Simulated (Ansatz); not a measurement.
# H4O3Si: the cost of one run

All numbers below are computed with Ansatz 0.2.0 (RKS r2SCANh-D4/cc-pVDZ).

### 1 Starting point

Bond lengths: O1–Si2 1.623 Å, Si2–O3 1.618 Å, Si2–O4 1.592 Å, O1–H5 1.033 Å, Si2–H6 1.472 Å, O3–H7 1.024 Å, O4–H8 0.961 Å. Angles: O1–Si2–O3 106.4°, O1–Si2–O4 108.6°, O1–Si2–H6 110.9°, O3–Si2–O4 106.4°, O3–Si2–H6 111.2°, O4–Si2–H6 113.1°, Si2–O1–H5 111.9°, Si2–O3–H7 114.6°, Si2–O4–H8 115.9°.

As a file:

```xyz
8

O     0.4442    1.4198   -0.2921
Si   -0.1743    0.0475    0.3146
O     1.0647   -0.9810    0.4747
O    -1.1506   -0.5912   -0.7690
H    -0.1664    1.8303   -1.0167
H    -0.8321    0.2957    1.6084
H     1.9862   -0.5365    0.5133
H    -1.0796   -1.5416   -0.8891
```

### 2 Relaxing end A

The input, input.yaml:

```yaml
crystal:
  periodic: [false, false, false]
  atoms:
    - { symbol: O, position_ang: [0.4442, 1.4198, -0.2921] }
    - { symbol: Si, position_ang: [-0.1743, 0.0475, 0.3146] }
    - { symbol: O, position_ang: [1.0647, -0.981, 0.4747] }
    - { symbol: O, position_ang: [-1.1506, -0.5912, -0.769] }
    - { symbol: H, position_ang: [-0.1664, 1.8303, -1.0167] }
    - { symbol: H, position_ang: [-0.8321, 0.2957, 1.6084] }
    - { symbol: H, position_ang: [1.9862, -0.5365, 0.5133] }
    - { symbol: H, position_ang: [-1.0796, -1.5416, -0.8891] }
basis:
  gaussian: { orbitals: cc-pVDZ }
hamiltonian:
  xc: r2scanh
  dispersion: d4
relax:
  f_tol: 0.02
  max_steps: 50
```

Started as:

```sh
$ ansatz run input.yaml --threads 2 --pin off --max-ram 3072MiB --backend cpu --events-out ev --progress --plain --runs-dir out
```

Q: Estimate wall time and peak memory on 2 threads of Intel Xeon 6975P-C (Granite Rapids), shared host.

About 32 s, with a peak of 0.19 GiB.
